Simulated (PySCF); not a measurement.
**C3H9O4SSi−: NMR shifts at several levels of theory, part 1 of 2**

Aim: compute the NMR shifts of C3H9O4SSi− (`C[Si](C)(C)OS(=O)(=O)[O-]`) at several levels, and see how far they spread and what each costs.

Programs: PySCF 2.14.0, with density-fitted response routines of our own. Each step states its level of theory. These are calculated values for one molecule in the gas phase, unless marked as measured. Atoms are numbered from 0 throughout.

## 1. The starting structure

18 atoms, charge -1, multiplicity 1; geometry from: GFN2-xTB.

Bonds of the start (Å): C0–Si1 1.92, Si1–C2 1.92, Si1–C3 1.91, Si1–O4 1.62, O4–S5 1.66, S5–O6 1.45, S5–O7 1.44, S5–O8 1.44, C0–H9 1.08, C0–H10 1.08, C0–H11 1.08, C2–H12 1.09, C2–H13 1.08, C2–H14 1.09, C3–H15 1.08, C3–H16 1.09, C3–H17 1.09.

## 2. Geometry optimisation at PBE0-D3(BJ)/def2-SVP

What the job is given:

```
{"job": {"xc": "PBE0", "basis": "def2-SVP", "d3": "d3bj", "grid": 1, "kind": "geom"}, "charge": -1, "multiplicity": 1}
C     -1.329520    -1.673300     2.120790
Si    -0.925350    -0.728370     0.502210
C     -1.386500    -1.951210    -0.899870
C     -2.015520     0.835950     0.509970
O      0.662100    -0.441070     0.629260
S      1.050280     0.723710    -0.481970
O      0.077360     0.522090    -1.541100
O      0.888830     1.968970     0.230270
O      2.408110     0.419970    -0.867650
H     -1.159060    -1.074240     3.007660
H     -2.374950    -1.960630     2.108750
H     -0.740920    -2.578140     2.215690
H     -0.785810    -2.855320    -0.834070
H     -1.198430    -1.494010    -1.864070
H     -2.431620    -2.245070    -0.848440
H     -1.885960     1.348240    -0.436150
H     -3.074010     0.641230     0.670130
H     -1.666780     1.512730     1.285400
```

Standard output:

```text
step   0  E = -1107.16398255  max force = 0.064665
step   1  E = -1107.17546757  max force = 0.026213
step   2  E = -1107.17795897  max force = 0.006479
step   3  E = -1107.17872717  max force = 0.005976
step   4  E = -1107.17906464  max force = 0.002252
step   5  E = -1107.17918532  max force = 0.001588
step   6  E = -1107.17924521  max force = 0.001544
step   7  E = -1107.17926349  max force = 0.001623
step   8  E = -1107.17926462  max force = 0.001642
step   9  E = -1107.17930459  max force = 0.001619
step  10  E = -1107.17938666  max force = 0.000989
step  11  E = -1107.17938446  max force = 0.001765
step  12  E = -1107.17936546  max force = 0.001359
step  13  E = -1107.17938538  max force = 0.000510
step  14  E = -1107.17939452  max force = 0.000395
optimisation converged
```

Run time: 2.8 min. Hardware: 8 threads of Intel Xeon Platinum 8259CL at 2.50GHz (Skylake/Cascade Lake), shared host.

Along the way:

```csv
step,energy from step 0 (eV),largest force component (eV/Å)
0,0.0000,3.3252
1,-0.3125,1.3479
2,-0.3803,0.3332
3,-0.4012,0.3073
4,-0.4104,0.1158
5,-0.4137,0.0817
6,-0.4153,0.0794
7,-0.4158,0.0835
8,-0.4158,0.0844
9,-0.4169,0.0833
10,-0.4192,0.0509
11,-0.4191,0.0908
12,-0.4186,0.0699
13,-0.4191,0.0262
14,-0.4194,0.0203
```

Distances of close pairs at the start and the end, largest changes first:

```csv
bond,before (Å),after (Å),change (Å)
Si1–O4,1.618,1.674,+0.056
Si1–C2,1.917,1.878,-0.039
O4–S5,1.656,1.689,+0.033
C0–Si1,1.917,1.886,-0.032
Si1–C3,1.907,1.876,-0.031
S5–O6,1.452,1.482,+0.029
S5–O7,1.444,1.467,+0.023
C0–H10,1.084,1.103,+0.019
```

The final coordinates are the input of the step that follows.

```
                         at the end point                value
  point group (found at 0.08 Å tolerance)                   C1
rotational constants (GHz, main isotopes)  2.035, 0.834, 0.819
```

## 3. Nuclear shieldings: PBE0/pcSseg-2

What the job is given:

```
{"job": {"kind": "nmr", "xc": "PBE0", "basis": "pcSseg-2", "pop": false}, "charge": -1, "multiplicity": 1}
C     -0.867369    -1.646410     2.243030
Si    -0.975844    -0.781544     0.571079
C     -1.526833    -2.012988    -0.735502
C     -2.165823     0.664612     0.676800
O      0.588344    -0.263908     0.274761
S      0.874010     0.912200    -0.903251
O     -0.190803     0.642884    -1.897547
O      0.703318     2.172936    -0.172994
O      2.231893     0.607320    -1.347270
H     -0.555453    -0.937134     3.025924
H     -1.836634    -2.083214     2.536170
H     -0.122423    -2.457412     2.206297
H     -0.924837    -2.934549    -0.687968
H     -1.358044    -1.531855    -1.711106
H     -2.590842    -2.283346    -0.635768
H     -2.213502     1.142511    -0.312678
H     -3.174606     0.348098     0.990417
H     -1.782301     1.413330     1.386417
```

With the program's defaults for keys left out, this is: GIAO PBE0/pcSseg-2 NMR shielding, non-relativistic, gas phase.

Standard output:

```text
coarse grid: 16432 points
cycle   1  E = -1107.6058925259  dE =  1.557e+00  |g| = 1.459e+00  |ddm| = 3.241e+00
cycle   2  E = -1107.1580513104  dE =  4.478e-01  |g| = 2.209e+00  |ddm| = 2.245e+00
cycle   3  E = -1107.9780877581  dE = -8.200e-01  |g| = 1.964e-01  |ddm| = 1.413e+00
cycle   4  E = -1107.9853950624  dE = -7.307e-03  |g| = 7.075e-02  |ddm| = 1.856e-01
cycle   5  E = -1107.9860725705  dE = -6.775e-04  |g| = 3.672e-02  |ddm| = 5.560e-02
cycle   6  E = -1107.9863171811  dE = -2.446e-04  |g| = 3.817e-03  |ddm| = 2.161e-02
cycle   7  E = -1107.9863196914  dE = -2.510e-06  |g| = 1.403e-03  |ddm| = 3.408e-03
final grid: 150480 points
cycle   8  E = -1107.9832532758  dE = -1.065e-04  |g| = 1.120e-02  |ddm| = 4.388e-02
cycle   9  E = -1107.9832371400  dE =  1.614e-05  |g| = 1.424e-02  |ddm| = 1.556e-02
cycle  10  E = -1107.9832790075  dE = -4.187e-05  |g| = 2.031e-03  |ddm| = 9.165e-03
cycle  11  E = -1107.9832796838  dE = -6.763e-07  |g| = 4.981e-04  |ddm| = 1.430e-03
cycle  12  E = -1107.9832797212  dE = -3.743e-08  |g| = 2.261e-04  |ddm| = 4.287e-04
cycle  13  E = -1107.9832797297  dE = -8.499e-09  |g| = 5.450e-05  |ddm| = 1.585e-04
cycle  14  E = -1107.9832797302  dE = -5.220e-10  |g| = 1.217e-05  |ddm| = 4.027e-05
converged SCF energy = -1107.9832797302

GIAO shielding tensors (ppm)
atom      isotropic    diamagn.    paramagn.     s11        s22        s33       span
  0 C      182.830     244.932     -62.102    176.376    182.085    190.027     13.650
  1 Si     334.405     879.908    -545.503    314.298    334.490    354.427     40.129
  2 C      183.613     246.766     -63.153    176.004    184.395    190.440     14.436
  3 C      183.440     247.919     -64.479    176.583    185.862    187.874     11.290
  4 O       97.068     402.864    -305.796      8.907     39.759    242.537    233.630
  5 S      134.352    1047.977    -913.625      1.665    169.267    232.124    230.459
  6 O       75.874     402.371    -326.497     14.663     59.036    153.924    139.260
  7 O       84.711     398.782    -314.071     18.964     69.044    166.125    147.161
  8 O       90.253     396.984    -306.730     21.579     73.680    175.502    153.923
  9 H       31.295      31.394      -0.099     27.398     29.285     37.202      9.803
 10 H       31.882      29.882       2.000     28.432     29.378     37.835      9.403
 11 H       31.370      31.307       0.062     27.679     29.194     37.235      9.556
 12 H       31.543      31.701      -0.158     28.198     28.928     37.503      9.305
 13 H       29.606      32.073      -2.467     24.094     29.352     35.372     11.278
 14 H       31.956      30.623       1.334     28.249     29.507     38.113      9.865
 15 H       29.775      32.562      -2.787     25.145     29.203     34.975      9.830
 16 H       32.038      30.712       1.326     28.433     29.305     38.375      9.941
 17 H       30.815      32.555      -1.740     26.998     29.028     36.420      9.422
```

Run time: 2.3 min. Hardware: 8 threads of Intel Xeon Platinum 8259CL at 2.50GHz (Skylake/Cascade Lake), shared host.

The references, computed at this level on geometries of the same kind, shield at (ppm): 1H TMS 31.25, 13C TMS 184.1, 29Si TMS 341.3, 17O H2O 328.2, 33S CS2 503. Their shielding less the atom's gives the shift. The references are single molecules in the gas phase, so shifts against H2O, NH3, PH3, H3PO4 or CFCl3 are not on the usual liquid scales and can be off by tens of ppm. Atoms listed in one row are averaged.

| atoms | environment | σ (ppm) | δ (ppm) |
| --- | --- | --- | --- |
| C0, C2, C3 | methyl carbon bonded to Si | 183.3 | 0.8 |
| H9, H10, H11, H12, H13 and 4 more | hydrogen on a methyl carbon bonded to Si | 31.14 | 0.10 |
| Si1 | silicon bonded to 3 C, O | 334.4 | 6.9 |
| O6, O7, O8 | oxygen of an anionic S–O group | 83.6 | 244.5 |
| O4 | oxygen bonded to S, Si | 97.1 | 231.1 |
| S5 | sulfonyl sulfur | 134 | 369 |

## 4. Nuclear shieldings: PBE/pcSseg-2

The job, as its differences from that of step 3:

```diff
@@ -1,2 +1,2 @@
-{"job": {"kind": "nmr", "xc": "PBE0", "basis": "pcSseg-2", "pop": false}, "charge": -1, "multiplicity": 1}
+{"job": {"kind": "nmr", "xc": "PBE", "basis": "pcSseg-2", "pop": false}, "charge": -1, "multiplicity": 1}
 C     -0.867369    -1.646410     2.243030
```

With the program's defaults for keys left out, this is: GIAO PBE/pcSseg-2 NMR shielding, non-relativistic, gas phase.

Standard output:

```text
coarse grid: 16432 points
cycle   1  E = -1107.3771657374  dE =  1.560e+00  |g| = 1.729e+00  |ddm| = 3.299e+00
cycle   2  E = -1104.3486554470  dE =  3.029e+00  |g| = 3.729e+00  |ddm| = 3.254e+01
cycle   3  E = -1107.7722705656  dE = -3.424e+00  |g| = 7.996e-01  |ddm| = 3.247e+01
cycle   4  E = -1107.9143232343  dE = -1.421e-01  |g| = 2.402e-01  |ddm| = 6.426e-01
cycle   5  E = -1107.9174265467  dE = -3.103e-03  |g| = 2.391e-01  |ddm| = 4.261e-01
cycle   6  E = -1107.9283348410  dE = -1.091e-02  |g| = 3.462e-02  |ddm| = 1.756e-01
cycle   7  E = -1107.9285077890  dE = -1.729e-04  |g| = 1.935e-02  |ddm| = 3.753e-02
cycle   8  E = -1107.9285733106  dE = -6.552e-05  |g| = 9.919e-03  |ddm| = 2.092e-02
cycle   9  E = -1107.9285905714  dE = -1.726e-05  |g| = 2.246e-03  |ddm| = 7.428e-03
cycle  10  E = -1107.9285916406  dE = -1.069e-06  |g| = 5.290e-04  |ddm| = 2.335e-03
final grid: 150480 points
cycle  11  E = -1107.9254277135  dE = -1.523e-04  |g| = 1.609e-02  |ddm| = 6.102e-02
cycle  12  E = -1107.9253109169  dE =  1.168e-04  |g| = 2.813e-02  |ddm| = 2.852e-02
cycle  13  E = -1107.9254794311  dE = -1.685e-04  |g| = 4.290e-03  |ddm| = 2.008e-02
cycle  14  E = -1107.9254824406  dE = -3.009e-06  |g| = 1.264e-03  |ddm| = 3.372e-03
cycle  15  E = -1107.9254826984  dE = -2.578e-07  |g| = 5.164e-04  |ddm| = 1.117e-03
cycle  16  E = -1107.9254827453  dE = -4.684e-08  |g| = 1.188e-04  |ddm| = 3.927e-04
cycle  17  E = -1107.9254827472  dE = -1.927e-09  |g| = 6.507e-05  |ddm| = 1.215e-04
cycle  18  E = -1107.9254827479  dE = -7.485e-10  |g| = 2.256e-05  |ddm| = 5.432e-05
converged SCF energy = -1107.9254827479

GIAO shielding tensors (ppm)
atom      isotropic    diamagn.    paramagn.     s11        s22        s33       span
  0 C      178.486     244.238     -65.752    171.716    177.048    186.695     14.979
  1 Si     318.330     880.318    -561.988    296.761    318.027    340.202     43.441
  2 C      179.218     246.483     -67.266    171.229    179.386    187.038     15.810
  3 C      178.802     247.593     -68.791    171.767    180.348    184.292     12.524
  4 O       82.312     403.507    -321.195     -5.048     24.190    227.794    232.843
  5 S      135.400    1048.499    -913.099     -5.385    172.684    238.901    244.286
  6 O       61.829     402.635    -340.806      0.816     44.082    140.588    139.773
  7 O       71.229     399.630    -328.401      4.508     54.441    154.738    150.231
  8 O       76.712     397.823    -321.111      6.455     59.556    164.126    157.672
  9 H       31.251      31.291      -0.040     27.552     29.335     36.867      9.314
 10 H       31.812      29.979       1.832     28.534     29.453     37.448      8.914
 11 H       31.326      31.221       0.105     27.827     29.270     36.881      9.054
 12 H       31.504      31.755      -0.251     28.354     29.022     37.137      8.783
 13 H       29.469      31.980      -2.511     24.109     29.326     34.971     10.862
 14 H       31.880      30.812       1.067     28.308     29.622     37.709      9.402
 15 H       29.616      32.499      -2.883     25.144     29.163     34.542      9.398
 16 H       31.960      30.931       1.029     28.554     29.405     37.920      9.366
 17 H       30.723      32.540      -1.817     27.039     29.101     36.029      8.990
```

Run time: 100 s. Hardware: 8 threads of Intel Xeon Platinum 8259CL at 2.50GHz (Skylake/Cascade Lake), shared host.

In short: δ C0 0.6, Si1 5.1, O6 258.0, O4 245.6, H9 0.12 ppm (means over like atoms).

(Continued in part 2 of 2.)
